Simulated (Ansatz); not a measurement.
# LuHfO2: the cost of one run

Computed with Ansatz 0.2.0 (DFT PBE, scalar-relativistic, plane waves, PAW, unless a step's input says otherwise).

### 1 The starting structure

It takes space group P4/mmm (No. 123, tetragonal). Conventional cell: a = 3.351 Å, b = 3.351 Å, c = 4.735 Å, α = 90.00°, β = 90.00°, γ = 90.00°. Lu (site symmetry 4/mmm) has 6 O at 2.37 Å as nearest neighbours. Hf (site symmetry 4/mmm) has 6 O at 2.37 Å as nearest neighbours. Around O (site symmetry 4/mmm) lie 2 Lu at 2.37 Å and 4 Hf at 2.37 Å. Around O (site symmetry 4/mmm) lie 2 Hf at 2.37 Å and 4 Lu at 2.37 Å.

Structure file:

```cif
data_structure
_symmetry_space_group_name_H-M 'P4/mmm'
_symmetry_Int_Tables_number 123
_cell_length_a 3.3513
_cell_length_b 3.3513
_cell_length_c 4.7352
_cell_angle_alpha 90.000
_cell_angle_beta 90.000
_cell_angle_gamma 90.000
_cell_volume 53.18
loop_
_atom_site_label
_atom_site_type_symbol
_atom_site_symmetry_multiplicity
_atom_site_Wyckoff_symbol
_atom_site_fract_x
_atom_site_fract_y
_atom_site_fract_z
_atom_site_occupancy
Lu1 Lu 1 a 0.00000 0.00000 0.00000 1
Hf1 Hf 1 d 0.50000 0.50000 0.50000 1
O1 O 1 b 0.00000 0.00000 0.50000 1
O2 O 1 c 0.50000 0.50000 0.00000 1
```

A structure generator made this guess: species swapped into a database cell of LaGdN2 (P4/mmm, No. 123), with Hf on the La sites, Lu on the Gd sites and O on the N sites. Its size is a rough estimate.

### 2 A first look at the guess

input.yaml

```yaml
crystal:
  lattice:
    - [3.35134369, 0.0, 0.0]
    - [0.0, 3.35134369, 0.0]
    - [0.0, 0.0, 4.73515116]
  atoms:
    - { symbol: Lu, position: [0.0, 0.0, 0.0] }
    - { symbol: Hf, position: [0.5, 0.5, 0.5] }
    - { symbol: O, position: [0.0, 0.0, 0.5] }
    - { symbol: O, position: [0.5, 0.5, 0.0] }
basis:
  ecutwfc: 420
kpoints:
  mp_grid: { grid: [6, 6, 4] }
hamiltonian:
  xc: pbe
scf:
  occupations: { method: gaussian, width: 0.1 }
  lower_state_search: "off"
output:
  forces: true
  stress: true
  eigenvalues: true
```

Launch:

```sh
$ ansatz run input.yaml --threads 1 --pin off --max-ram 2560MiB --backend cpu --events-out ev --progress --plain --runs-dir out
```

What time and memory should one allow on 1 thread of Intel Xeon at 2.60GHz (Ice Lake), shared host?

About 3.6 s, with a peak of 0.4 GiB.
